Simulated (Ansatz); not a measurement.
**Br2ClFSi: one species, many methods**

The task here is to estimate one member of a computed series from the others.

Computed with Ansatz 0.2.0, Gaussian basis. Level: functionals in def2-TZVPP, the program's frozen cores in correlated methods.

Levels to be run: LDA (SPW92), PBE-D4, revPBE-D4, BLYP-D4, r2SCAN-D4, B97M-V, PBE0-D4, B3LYP-D4, r2SCANh-D4, r2SCAN0-D4, HSE06-D4, BHLYP-D4, CAM-B3LYP-D4, LC-ωPBE, ωB97X-V, ωB97M-V, B2PLYP, PBE-QIDH; CCSD(T)/def2-SVP; CCSD(T)/def2-TZVPP; MP2/def2-QZVPP; extrapolation to the limit; RPA on PBE.

### The geometry

The geometry comes from an earlier relaxation with PBE0-D4 in a triple-zeta def2 set; it is a stationary point.

SMILES `F[Si](Cl)(Br)Br`, 5 atoms, charge 0, spin multiplicity 1.

Atoms are counted from 1 here; the program's logs count them from 0.

Bond lengths: F1–Si2 1.577 Å, Si2–Cl3 2.018 Å, Si2–Br4 2.182 Å, Si2–Br5 2.182 Å. Angles: F1–Si2–Cl3 108.0°, F1–Si2–Br4 108.2°, F1–Si2–Br5 108.2°, Cl3–Si2–Br4 110.6°, Cl3–Si2–Br5 110.6°, Br4–Si2–Br5 111.1°.

Set-up of the first run:

File in.yaml:

```yaml
crystal:
  periodic: [false, false, false]
  atoms:
    - {symbol: F, position_ang: [0.841943, -1.079618, 0.955809]}
    - {symbol: Si, position_ang: [0.034263, -0.063727, 0.059157]}
    - {symbol: Cl, position_ang: [-1.526518, 0.619697, 1.140451]}
    - {symbol: Br, position_ang: [-0.667093, -1.125862, -1.712844]}
    - {symbol: Br, position_ang: [1.367205, 1.575910, -0.483972]}
basis:
  gaussian: {orbitals: def2-TZVPP}
hamiltonian: {xc: lda}
output: {orbitals: {seedname: orbitals}}
```

Started as:

```sh
$ ansatz run in.yaml --threads 4 --pin off --events-out ev --progress --plain --max-ram 10444MiB
```

Steps of the session up to this table: LDA; PBE-D4 (GGA); revPBE-D4 (GGA); BLYP-D4 (GGA); r2SCAN-D4 (meta-GGA); B97M-V (meta-GGA); PBE0-D4 (hybrid); B3LYP-D4 (hybrid); r2SCANh-D4 (hybrid); r2SCAN0-D4 (hybrid); HSE06-D4 (hybrid); BHLYP-D4 (hybrid); CAM-B3LYP-D4 (range-separated); LC-ωPBE (range-separated); ωB97X-V (range-separated); ωB97M-V (range-separated); B2PLYP (double hybrid); PBE-QIDH (double hybrid).

One of the session's tables, all rows but one given; the rest of the session is left out.

It belongs to the step «Frontier levels by functional». 

```
  functional  HOMO (eV)  gap (eV)
 LDA (SPW92)          ?         ?
      PBE-D4      -7.61      5.70
   revPBE-D4      -7.55      5.76
     BLYP-D4      -7.42      5.62
   r2SCAN-D4      -7.97      6.40
      B97M-V      -8.04      6.58
     PBE0-D4      -8.92      7.95
    B3LYP-D4      -8.64      7.41
  r2SCANh-D4      -8.44      7.19
  r2SCAN0-D4      -9.16      8.38
    HSE06-D4      -8.52      7.18
    BHLYP-D4     -10.05     10.12
CAM-B3LYP-D4     -10.23     10.34
     LC-ωPBE     -11.64     13.00
     ωB97X-V     -11.26     12.52
     ωB97M-V     -11.10     12.14
```

Q: Estimate the row for LDA (SPW92) from the others.

The run gave: HOMO (eV): -7.78; gap (eV): 5.59. In the column «HOMO (eV)» it lies between r2SCAN-D4 (-7.97) and PBE-D4 (-7.61).
